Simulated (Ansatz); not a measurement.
# InBr3 (indium tribromide): a chain of runs

Wanted: a series of 10 runs (HF/STO-3G, UHF/STO-3G, HF/3-21G, UHF/3-21G, PBE/def2-SVP) of Br3In. 

The results are computed with Ansatz 0.2.0.

## (1) Starting point

InBr3 has 4 atoms, charge 0, and is taken as a singlet. As SMILES, `[Br][In]([Br])[Br]`. Geometry: relaxed at PBE0-D4/def2-TZVP. The run starts from this shape.

Bond lengths: Br1–In2 2.437 Å, In2–Br3 2.437 Å, In2–Br4 2.437 Å. Angles: Br1–In2–Br3 120.0°, Br1–In2–Br4 120.0°, Br3–In2–Br4 120.0°.

## (2) A geometry optimisation at HF/STO-3G (start density atoms) (run 1)

File input.yaml:

```yaml
crystal:
  periodic: [false, false, false]
  atoms:
    - {symbol: Br, position_ang: [1.641360, -0.092310, 1.799350]}
    - {symbol: In, position_ang: [-0.000040, -0.000010, -0.000050]}
    - {symbol: Br, position_ang: [-1.193050, -2.018380, -0.665900]}
    - {symbol: Br, position_ang: [-0.448270, 2.110700, -1.133410]}
basis:
  gaussian:
    orbitals: STO-3G
magnetization:
  spin_polarized: false
  initial_magnetization: 0
hamiltonian:
  xc: hf
relax:
  f_tol: 0.002
output: {orbitals: {seedname: orbitals}}
```

Run with:

```console
$ ansatz run input.yaml --threads 1 --pin off --max-ram 3480MiB --events-out events.jsonl --progress --plain --runs-dir runs
```

Output:

```text
Warning: RAYON_NUM_THREADS=1 ignored (pool sized by the plan → 1); use --threads N
The last accepted step is kept in runs//last_step.txt (removed where the run ends without a failure and the disk answers)
[... 37 lines left out ...]
Total energy: -362377.70595645 eV, -13317.1350654682 hartree
[... 4 lines left out ...]
Dipole moment:     0.000025     0.000006     0.000026 e Å
```

It took 20 s on 1 thread of Arm Neoverse V1, shared host; peak memory 0.26 GiB.

Step by step:

| step | energy from the first frame kept (eV) | largest force (eV/Å) |
| --- | --- | --- |
| 1 | 0.0000 | 0.9919 |
| 2 | 0.0176 | 1.2547 |
| 3 | -0.0966 | 0.0043 |
| 4 | -0.0966 | 0.0002 |

After the run. Bond lengths: Br1–In2 2.375 Å, In2–Br3 2.375 Å, In2–Br4 2.375 Å. Angles: Br1–In2–Br3 120.0°, Br1–In2–Br4 120.0°, Br3–In2–Br4 120.0°.

## (3) Vibrational wavenumbers at HF/STO-3G (start density atoms) (run 2)

File run.yaml:

```yaml
crystal:
  periodic: [false, false, false]
  atoms:
    - {symbol: Br, position_ang: [1.599225, -0.089958, 1.753162]}
    - {symbol: In, position_ang: [0.000012, 0.000003, 0.000011]}
    - {symbol: Br, position_ang: [-1.162417, -1.966428, -0.648844]}
    - {symbol: Br, position_ang: [-0.436820, 2.056383, -1.104338]}
basis:
  gaussian:
    orbitals: STO-3G
hamiltonian:
  xc: hf
phonons:
  temperatures: {t_min: 298.15, t_max: 298.15, t_step: 1}
```

Run with:

```console
$ ansatz run run.yaml --threads 1 --pin off --max-ram 3480MiB --events-out events.jsonl --progress --plain --runs-dir runs
```

Output:

```text
Warning: RAYON_NUM_THREADS=1 ignored (pool sized by the plan → 1); use --threads N
[... 97 lines left out ...]
Total energy: -362377.70595635 eV, -13317.1350654647 hartree
[... 4 lines left out ...]
Dipole moment:     0.000025     0.000006     0.000025 e Å
Vibrations: 79.17 79.18 91.01 245.19 320.37 320.37 cm⁻¹, zero-point energy 0.070380 eV
```

Run time: 56 s. Hardware: 1 thread of Arm Neoverse V1, shared host; peak memory 0.26 GiB.

Runs 3 to 5 aren't shown in full; the table further down has their settings and results.

## (4) The harmonic vibrations at HF/3-21G (start density atoms) (run 6)

File job.yaml:

```yaml
crystal:
  periodic: [false, false, false]
  atoms:
    - symbol: Br
      position_ang: [1.688167, -0.094958, 1.850665]
    - symbol: In
      position_ang: [0.000016, 0.000001, 0.000014]
    - symbol: Br
      position_ang: [-1.227068, -2.075791, -0.684933]
    - symbol: Br
      position_ang: [-0.461115, 2.170748, -1.165756]
basis:
  gaussian:
    orbitals: 3-21G.json
hamiltonian:
  xc: hf
phonons:
  temperatures:
    t_min: 298.15
    t_max: 298.15
    t_step: 1
```

The basis set 3-21G is read from a file made from the Basis Set Exchange's data (not shown).

Run with:

```console
$ ansatz run job.yaml --threads 1 --pin off --max-ram 3480MiB --events-out events.jsonl --progress --plain --runs-dir runs
```

Output:

```text
Warning: RAYON_NUM_THREADS=1 ignored (pool sized by the plan → 1); use --threads N
[... 97 lines left out ...]
Total energy: -364508.52400280 eV, -13395.4411843515 hartree
[... 4 lines left out ...]
Dipole moment:     0.000033     0.000002     0.000035 e Å
Vibrations: 71.47 71.47 80.25 215.53 296.79 296.79 cm⁻¹, zero-point energy 0.063995 eV
```

Run time: 80 s. Hardware: 1 thread of Arm Neoverse V1, shared host; peak memory 0.35 GiB.

Runs 7 to 9 aren't shown in full; the table further down has their settings and results.

## (5) The harmonic vibrations at PBE/def2-SVP (core potential, start density atoms) (run 10)

File in.yaml:

```yaml
crystal:
  periodic: [false, false, false]
  atoms:
    - {symbol: Br, position_ang: [1.673713, -0.094137, 1.834816]}
    - {symbol: In, position_ang: [0.000023, -0.000003, 0.000025]}
    - {symbol: Br, position_ang: [-1.216566, -2.057997, -0.679080]}
    - {symbol: Br, position_ang: [-0.457170, 2.152137, -1.155771]}
basis:
  gaussian: {orbitals: def2-SVP}
hamiltonian: {xc: pbe}
phonons: {temperatures: {t_min: 298.15, t_max: 298.15, t_step: 1}}
```

Run with:

```console
$ ansatz run in.yaml --threads 1 --pin off --max-ram 3480MiB --events-out events.jsonl --progress --plain --runs-dir runs
```

Output:

```text
Warning: RAYON_NUM_THREADS=1 ignored (pool sized by the plan → 1); use --threads N
[... 6 lines left out ...]
1351 factors; their error is unknown
[... 19 lines left out ...]
1351 factors; their error is unknown
[... 15 lines left out ...]
1351 factors; their error is unknown
[... 15 lines left out ...]
1351 factors; their error is unknown
[... 9 lines left out ...]
1351 factors; their error is unknown
[... 4 lines left out ...]
1351 factors; their error is unknown
[... 5 lines left out ...]
1351 factors; their error is unknown
[... 4 lines left out ...]
1351 factors; their error is unknown
[... 4 lines left out ...]
1351 factors; their error is unknown
[... 4 lines left out ...]
1351 factors; their error is unknown
[... 8 lines left out ...]
Dipole moment:     0.000033    -0.000003     0.000036 e Å
Vibrations: 59.65 59.68 72.78 196.60 273.04 273.05 cm⁻¹, zero-point energy 0.057950 eV
```

Wall time 52 s (1 thread of Arm Neoverse V1, shared host); peak memory 0.17 GiB.

## (6) All runs side by side

| run | level | task | walk f tol | partner | energy (Eh) | dipole moment (D) | wall time |
| --- | --- | --- | --- | --- | --- | --- | --- |
| 1 | HF/STO-3G (start density atoms) | optimise | 0.002 | base | -13317.135065 | 0.00 | 20 s |
| 2 | HF/STO-3G (start density atoms) | frequencies | – | base | -13317.135065 | 0.00 | 56 s |
| 3 | UHF/STO-3G (start density atoms) | energy | – | cation | -13316.849549 | – | 32 s |
| 4 | UHF/STO-3G (start density atoms) | optimise | – | cation | -13316.874444 | – | 1.7 min |
| 5 | HF/3-21G (start density atoms) | optimise | 0.002 | base | -13395.441185 | 0.00 | 34 s |
| 6 | HF/3-21G (start density atoms) | frequencies | – | base | -13395.441184 | 0.00 | 80 s |
| 7 | UHF/3-21G (start density atoms) | energy | – | cation | -13395.067056 | – | 2 min |
| 8 | UHF/3-21G (start density atoms) | optimise | – | cation | -13395.090873 | – | 4.4 min |
| 9 | PBE/def2-SVP (core potential, start density atoms) | optimise | 0.002 | base | -7910.667265 | 0.00 | 22 s |
| 10 | PBE/def2-SVP (core potential, start density atoms) | frequencies | – | base | -7910.667265 | 0.00 | 52 s |

## (7) Outcome

| quantity | value |
| --- | --- |
| run 10, PBE/def2-SVP: total energy | -7910.66726 Eh |
| run 10, PBE/def2-SVP: dipole moment | 0.00 D |
| run 10, PBE/def2-SVP: largest force on an atom | 0.000 eV/Å |
| run 10, PBE/def2-SVP: lowest harmonic wavenumber | 60 cm⁻¹ |
| run 10, PBE/def2-SVP: highest harmonic wavenumber | 273 cm⁻¹ |
| run 10, PBE/def2-SVP: zero-point energy | 5.6 kJ/mol |
| vertical ionisation energy (to the doublet cation), HF/STO-3G | 7.769 eV |
| vertical ionisation energy (to the doublet cation), HF/3-21G | 10.181 eV |
| adiabatic ionisation energy (to the doublet cation, no zero-point term), HF/STO-3G | 7.092 eV |
| adiabatic ionisation energy (to the doublet cation, no zero-point term), HF/3-21G | 9.532 eV |

What this shows: At HF/STO-3G: the vertical ionisation energy comes to 7.77 eV (179 kcal/mol). In a minimal basis such a difference can be off by several eV, whatever the method. At HF/3-21G: the vertical ionisation energy comes to 10.18 eV (982 kJ/mol). At HF/STO-3G: the adiabatic ionisation energy (to the doublet cation, no zero-point term) is 7.09 eV (164 kcal/mol). At HF/3-21G: the adiabatic ionisation energy (to the doublet cation, no zero-point term) is 9.53 eV (220 kcal/mol). Some runs of one species differ in core potentials or relativity; totals across that change don't compare. In runs 1, 2, 3, 4 the basis is minimal, so the values are rough. In runs 1, 2, 3, 4, 5, 6, 7, 8 relativity is left out where basis or elements ask for it. All runs together took 13 min, the longest 4.4 min.
